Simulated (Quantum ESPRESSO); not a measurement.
# InIH2 in Quantum ESPRESSO: reference runs

How does InIH2 come out in PBE? The cell is run as given and disturbed.

All numbers are computed with Quantum ESPRESSO 7.5; they aren't measurements. Logs are shortened: lines on timing, memory, paths and dates and some standing lists are left out, and cuts for length are marked.

**1. The structure**

The cell holds a molecule in a box, 4 atoms: a = 13.000 Å, b = 12.000 Å, c = 11.000 Å, α = 90.00°, β = 90.00°, γ = 90.00°.

**2. Real-space fields, PBE**

pw.in

```
&CONTROL
  calculation = 'scf'
  prefix = 'pwscf'
  outdir = './tmp'
  pseudo_dir = './pseudo'
  tprnfor = .true.
  disk_io = 'low'
/
&SYSTEM
  ibrav = 0
  celldm(1) = 8
  nat = 4
  ntyp = 3
  ecutwfc = 72
  nbnd = 18
  occupations = 'smearing'
  smearing = 'fd'
  degauss = 0.00367493
/
&ELECTRONS
  conv_thr = 8d-10
  electron_maxstep = 120
  mixing_beta = 0.5
/
ATOMIC_SPECIES
In   114.8180 In.upf
I    126.9045 I.upf
H      1.0080 H.upf
CELL_PARAMETERS alat
  3.0708049525169   0.0000000000000   0.0000000000000
  0.0000000000000   2.8345891869387   0.0000000000000
  0.0000000000000   0.0000000000000   2.5983734213604
ATOMIC_POSITIONS crystal
In     0.4314500000    0.5080375000    0.5029772700
I      0.6247038500    0.5323458300    0.5815863600
H      0.3772961500    0.3830125000    0.5406772700
H      0.3856423100    0.6204875000    0.4245954500
K_POINTS gamma
```

pp_density.in

```
&INPUTPP
  prefix = 'pwscf'
  outdir = './tmp'
  filplot = 'density.dat'
  plot_num = 0
/
&PLOT
  nfile = 1
  filepp(1) = 'density.dat'
  iflag = 3
  output_format = 6
  fileout = 'density.cube'
/
```

pp_potential.in

```
&INPUTPP
  prefix = 'pwscf'
  outdir = './tmp'
  filplot = 'potential.dat'
  plot_num = 11
/
&PLOT
  nfile = 1
  filepp(1) = 'potential.dat'
  iflag = 3
  output_format = 6
  fileout = 'potential.cube'
/
```

pp_elf.in

```
&INPUTPP
  prefix = 'pwscf'
  outdir = './tmp'
  filplot = 'elf.dat'
  plot_num = 8
/
&PLOT
  nfile = 1
  filepp(1) = 'elf.dat'
  iflag = 3
  output_format = 6
  fileout = 'elf.cube'
/
```

pp_potential_ks.in

```
&INPUTPP
  prefix = 'pwscf'
  outdir = './tmp'
  filplot = 'potential_ks.dat'
  plot_num = 1
/
&PLOT
  nfile = 1
  filepp(1) = 'potential_ks.dat'
  iflag = 3
  output_format = 6
  fileout = 'potential_ks.cube'
/
```

Potentials or basis: PseudoDojo 0.4.1 SR PBE standard.

Launch:

```bash
$ OMP_NUM_THREADS=1 pw.x -in pw.in > pw.out
$ OMP_NUM_THREADS=1 pp.x -in pp_density.in > pp_density.out
$ OMP_NUM_THREADS=1 pp.x -in pp_potential.in > pp_potential.out
$ OMP_NUM_THREADS=1 pp.x -in pp_elf.in > pp_elf.out
$ OMP_NUM_THREADS=1 pp.x -in pp_potential_ks.in > pp_potential_ks.out
```

pw.out:

```text
This program is part of the open-source Quantum ESPRESSO suite
     for quantum simulation of materials; please cite
         "P. Giannozzi et al., J. Phys.:Condens. Matter 21 395502 (2009);
         "P. Giannozzi et al., J. Phys.:Condens. Matter 29 465901 (2017);
         "P. Giannozzi et al., J. Chem. Phys. 152 154105 (2020);
     in publications or presentations arising from this work. More details at

     gamma-point specific algorithms are used

     G-vector sticks info
     --------------------
     sticks:   dense  smooth     PW     G-vecs:    dense   smooth      PW
     Sum       12791   12791   3199               955719   955719  119435

     Using Slab Decomposition

     bravais-lattice index     =            0
     lattice parameter (alat)  =       8.0000  a.u.
     unit-cell volume          =   11580.1420 (a.u.)^3
     number of atoms/cell      =            4
     number of atomic types    =            3
     number of electrons       =        22.00
     number of Kohn-Sham states=           18
     kinetic-energy cutoff     =      72.0000  Ry
     charge density cutoff     =     288.0000  Ry
     scf convergence threshold =      8.0E-10
     mixing beta               =       0.5000
     number of iterations used =            8  plain     mixing
     Exchange-correlation= PBE
                           (   1   4   3   4   0   0   0)

     celldm(1)=   8.000000  celldm(2)=   0.000000  celldm(3)=   0.000000
     celldm(4)=   0.000000  celldm(5)=   0.000000  celldm(6)=   0.000000

     crystal axes: (cart. coord. in units of alat)
               a(1) = (   3.070805   0.000000   0.000000 )
               a(2) = (   0.000000   2.834589   0.000000 )
               a(3) = (   0.000000   0.000000   2.598373 )

     reciprocal axes: (cart. coord. in units 2 pi/alat)
               b(1) = (  0.325648  0.000000  0.000000 )
               b(2) = (  0.000000  0.352785  0.000000 )
               b(3) = (  0.000000  0.000000  0.384856 )

     PseudoPot. # 1 for In read from file:
     In.upf
     Pseudo is Norm-conserving + core correction, Zval = 13.0
     Generated using ONCVPSP code by D. R. Hamann
     Using radial grid of 1964 points,  6 beta functions with:
                l(1) =   0
                l(2) =   0
                l(3) =   1
                l(4) =   1
                l(5) =   2
                l(6) =   2

     PseudoPot. # 2 for I  read from file:
     I.upf
     Pseudo is Norm-conserving + core correction, Zval =  7.0
     Generated using ONCVPSP code by D. R. Hamann
     Using radial grid of 1196 points,  6 beta functions with:
                l(1) =   0
                l(2) =   0
                l(3) =   1
                l(4) =   1
                l(5) =   2
                l(6) =   2

     PseudoPot. # 3 for H  read from file:
     H.upf
     Pseudo is Norm-conserving, Zval =  1.0
     Generated using ONCVPSP code by D. R. Hamann
     Using radial grid of 1166 points,  3 beta functions with:
                l(1) =   0
                l(2) =   0
                l(3) =   1

     atomic species   valence    mass     pseudopotential
     In               13.00   114.81800     In( 1.00)
     I                 7.00   126.90450     I ( 1.00)
     H                 1.00     1.00800     H ( 1.00)

     No symmetry found

   Cartesian axes

     site n.     atom                  positions (alat units)
         1        In     tau(   1) = (   1.3248988   1.4400776   1.3069228  )
         2        I      tau(   2) = (   1.9183437   1.5089817   1.5111785  )
         3        H      tau(   3) = (   1.1586029   1.0856831   1.4048814  )
         4        H      tau(   4) = (   1.1842323   1.7588272   1.1032575  )

     number of k points=     1  Fermi-Dirac smearing, width (Ry)=  0.0037
                       cart. coord. in units 2pi/alat
        k(    1) = (   0.0000000   0.0000000   0.0000000), wk =   2.0000000

     Dense  grid:   477860 G-vectors     FFT dimensions: ( 135, 125, 120)

     Initial potential from superposition of free atoms

     starting charge      21.9960, renormalised to      22.0000

     negative rho (up, down):  1.289E-04 0.000E+00
     Starting wfcs are   15 randomized atomic wfcs +    3 random wfcs

     Self-consistent Calculation

     iteration #  1     ecut=    72.00 Ry     beta= 0.50
     Davidson diagonalization with overlap
     ethr =  1.00E-02,  avg # of iterations =  8.0

     Threshold (ethr) on eigenvalues was too large:
     Diagonalizing with lowered threshold

     Davidson diagonalization with overlap
     ethr =  9.28E-04,  avg # of iterations =  1.0

     negative rho (up, down):  5.576E-05 0.000E+00

     total energy              =    -161.04500739 Ry
     estimated scf accuracy    <       0.20636701 Ry

     iteration #  2     ecut=    72.00 Ry     beta= 0.50
     Davidson diagonalization with overlap
     ethr =  9.38E-04,  avg # of iterations =  2.0

     negative rho (up, down):  1.645E-05 0.000E+00

     total energy              =    -161.06376238 Ry
     estimated scf accuracy    <       0.01614212 Ry

     iteration #  3     ecut=    72.00 Ry     beta= 0.50
     Davidson diagonalization with overlap
     ethr =  7.34E-05,  avg # of iterations = 20.0

     negative rho (up, down):  4.699E-06 0.000E+00

     total energy              =    -161.06579197 Ry
     estimated scf accuracy    <       0.00204618 Ry

     iteration #  4     ecut=    72.00 Ry     beta= 0.50
     Davidson diagonalization with overlap
     c_bands:  1 eigenvalues not converged
     ethr =  9.30E-06,  avg # of iterations = 20.0

     negative rho (up, down):  5.478E-07 0.000E+00

     total energy              =    -161.06610645 Ry
     estimated scf accuracy    <       0.00022925 Ry

     iteration #  5     ecut=    72.00 Ry     beta= 0.50
     Davidson diagonalization with overlap
     ethr =  1.04E-06,  avg # of iterations = 20.0

     negative rho (up, down):  7.931E-08 0.000E+00

     total energy              =    -161.06612911 Ry
     estimated scf accuracy    <       0.00001296 Ry

     iteration #  6     ecut=    72.00 Ry     beta= 0.50
     Davidson diagonalization with overlap
     ethr =  5.89E-08,  avg # of iterations =  3.0

     total energy              =    -161.06613201 Ry
     estimated scf accuracy    <       0.00000130 Ry

     iteration #  7     ecut=    72.00 Ry     beta= 0.50
     Davidson diagonalization with overlap
     ethr =  5.89E-09,  avg # of iterations =  4.0

     total energy              =    -161.06613227 Ry
     estimated scf accuracy    <       0.00000014 Ry

     iteration #  8     ecut=    72.00 Ry     beta= 0.50
     Davidson diagonalization with overlap
     ethr =  6.58E-10,  avg # of iterations =  2.0

     total energy              =    -161.06613229 Ry
     estimated scf accuracy    <       0.00000001 Ry

     iteration #  9     ecut=    72.00 Ry     beta= 0.50
     Davidson diagonalization with overlap
     ethr =  4.74E-11,  avg # of iterations =  2.0

     total energy              =    -161.06613229 Ry
     estimated scf accuracy    <          1.0E-09 Ry

     iteration # 10     ecut=    72.00 Ry     beta= 0.50
     Davidson diagonalization with overlap
     ethr =  4.65E-12,  avg # of iterations =  4.0

     End of self-consistent calculation

          k = 0.0000 0.0000 0.0000 ( 59718 PWs)   bands (ev):

   -19.2680 -19.2140 -19.1185 -19.1052 -19.0778 -16.3004 -10.4116  -7.4668
    -6.9380  -6.1100  -5.7641  -2.3346  -1.3548  -0.1991   0.0652   0.8452
     0.9740   0.9854

     the Fermi energy is    -3.8279 ev

!    total energy              =    -161.06613229 Ry
     estimated scf accuracy    <          1.3E-10 Ry
     smearing contrib. (-TS)   =      -0.00000000 Ry
     internal energy E=F+TS    =    -161.06613229 Ry

     The total energy is F=E-TS. E is the sum of the following terms:
     one-electron contribution =    -227.09863506 Ry
     hartree contribution      =     118.17521031 Ry
     xc contribution           =     -49.27537543 Ry
     ewald contribution        =      -2.86733210 Ry

     convergence has been achieved in  10 iterations

     Forces acting on atoms (cartesian axes, Ry/au):

     atom    1 type  1   force =    -0.00388373   -0.00041808   -0.00147780
     atom    2 type  2   force =     0.00877418    0.00103246    0.00309848
     atom    3 type  3   force =    -0.00268487   -0.00615351    0.00182556
     atom    4 type  3   force =    -0.00220558    0.00553914   -0.00344624

     Total force =     0.014175     Total SCF correction =     0.000016

=------------------------------------------------------------------------------=
   JOB DONE.
=------------------------------------------------------------------------------=
```

It took 2.8 min on 1 thread of AMD EPYC (Zen 3), shared host; peak memory 0.68 GiB.

Results:

```yaml
Free_energy: -2191.4164 eV
Largest_force: 0.241 eV/Å
Gap_between_the_frontier_levels: 3.43 eV
Dipole_moment: 2.17 D
```

Forces in eV/Å, atoms in the order of the input:
```
In  -0.100 -0.011 -0.038
I    0.226  0.027  0.080
H   -0.069 -0.158  0.047
H   -0.057  0.142 -0.089
```

Levels at points of the mesh, in eV from the valence-band top:
```csv
k point,band 7,band 8,band 9,band 10,band 11,band 12,band 13,band 14
"(0.00, 0.00, 0.00)",-4.65,-1.70,-1.17,-0.35,0.00,3.43,4.41,5.56
```

Caveat: this is a molecule in a periodic box, so the gap is that between its Kohn-Sham HOMO and LUMO and the box isn't a crystal; spin-orbit coupling is left out, which moves the levels of the heavy elements. PBE gaps usually lie below the measured ones, often by a third to a half.

**3. Single point, PBE (atoms moved at random, drawn with an rms of 0.05 Å)**

pw.in

```
&CONTROL
  calculation = 'scf'
  prefix = 'pwscf'
  outdir = './tmp'
  pseudo_dir = './pseudo'
  tprnfor = .true.
  disk_io = 'nowf'
/
&SYSTEM
  ibrav = 0
  nat = 4
  ntyp = 3
  ecutwfc = 72
  nbnd = 18
  occupations = 'smearing'
  smearing = 'fd'
  degauss = 0.00367493
/
&ELECTRONS
  conv_thr = 8d-10
  electron_maxstep = 120
  mixing_beta = 0.5
/
ATOMIC_SPECIES
In   114.8180 In.upf
I    126.9045 I.upf
H      1.0080 H.upf
CELL_PARAMETERS angstrom
  13.0000000000    0.0000000000    0.0000000000
   0.0000000000   12.0000000000    0.0000000000
   0.0000000000    0.0000000000   11.0000000000
ATOMIC_POSITIONS crystal
In     0.4322890000    0.5051890000    0.4997600000
I      0.6278340000    0.5351420000    0.5793990000
H      0.3779260000    0.3811400000    0.5431520000
H      0.3854740000    0.6217050000    0.4346790000
K_POINTS gamma
```

Potentials or basis: PseudoDojo 0.4.1 SR PBE standard.

Launch:

```bash
$ OMP_NUM_THREADS=1 pw.x -in pw.in > pw.out
```

pw.out:

```text
This program is part of the open-source Quantum ESPRESSO suite
     for quantum simulation of materials; please cite
         "P. Giannozzi et al., J. Phys.:Condens. Matter 21 395502 (2009);
         "P. Giannozzi et al., J. Phys.:Condens. Matter 29 465901 (2017);
         "P. Giannozzi et al., J. Chem. Phys. 152 154105 (2020);
     in publications or presentations arising from this work. More details at

     gamma-point specific algorithms are used

     G-vector sticks info
     --------------------
     sticks:   dense  smooth     PW     G-vecs:    dense   smooth      PW
     Sum       12791   12791   3199               955719   955719  119435

     Using Slab Decomposition

     bravais-lattice index     =            0
     lattice parameter (alat)  =      24.5664  a.u.
     unit-cell volume          =   11580.1420 (a.u.)^3
     number of atoms/cell      =            4
     number of atomic types    =            3
     number of electrons       =        22.00
[... 90 lines left out ...]
     Diagonalizing with lowered threshold

     Davidson diagonalization with overlap
     ethr =  9.50E-04,  avg # of iterations =  2.0

     negative rho (up, down):  5.381E-05 0.000E+00
[... 61 lines left out ...]
     iteration #  9     ecut=    72.00 Ry     beta= 0.50
     Davidson diagonalization with overlap
     ethr =  5.27E-11,  avg # of iterations =  2.0

     End of self-consistent calculation

          k = 0.0000 0.0000 0.0000 ( 59718 PWs)   bands (ev):

   -19.3224 -19.2253 -19.1606 -19.1363 -19.1160 -16.2235 -10.4471  -7.5243
    -6.8743  -6.0310  -5.7151  -2.4222  -1.3632  -0.2235   0.0112   0.8494
     0.9786   0.9798

     the Fermi energy is    -3.8457 ev

!    total energy              =    -161.06496273 Ry
     estimated scf accuracy    <          6.1E-10 Ry
     smearing contrib. (-TS)   =      -0.00000000 Ry
     internal energy E=F+TS    =    -161.06496273 Ry

     The total energy is F=E-TS. E is the sum of the following terms:
     one-electron contribution =    -226.21846383 Ry
     hartree contribution      =     117.73009097 Ry
     xc contribution           =     -49.26768467 Ry
     ewald contribution        =      -3.30890520 Ry

     convergence has been achieved in   9 iterations

     Forces acting on atoms (cartesian axes, Ry/au):

     atom    1 type  1   force =     0.00735406   -0.00752957    0.01603891
     atom    2 type  2   force =    -0.00197364   -0.00216804   -0.00205984
     atom    3 type  3   force =     0.00097324   -0.00402969   -0.00228325
     atom    4 type  3   force =    -0.00635365    0.01372730   -0.01169583

     Total force =     0.027728     Total SCF correction =     0.000093

=------------------------------------------------------------------------------=
   JOB DONE.
=------------------------------------------------------------------------------=
```

It took 1.8 min on 1 thread of AMD EPYC (Zen 3), shared host; peak memory 0.67 GiB.

Results:

```
Free energy                     : -2191.4005 eV
Largest force                   : 0.493 eV/Å
Gap between the frontier levels : 3.29 eV
```

Forces in eV/Å, atoms in the order of the input:
```
In   0.189 -0.194  0.412
I   -0.051 -0.056 -0.053
H    0.025 -0.104 -0.059
H   -0.163  0.353 -0.301
```

Levels at points of the mesh, in eV from the valence-band top:
```csv
k point,band 8,band 9,band 10,band 11,band 12,band 13,band 14,band 15
"(0.00, 0.00, 0.00)",-1.81,-1.16,-0.32,0.00,3.29,4.35,5.49,5.73
```

Caveat: this is a molecule in a periodic box, so the gap is that between its Kohn-Sham HOMO and LUMO and the box isn't a crystal; spin-orbit coupling is left out, which moves the levels of the heavy elements.
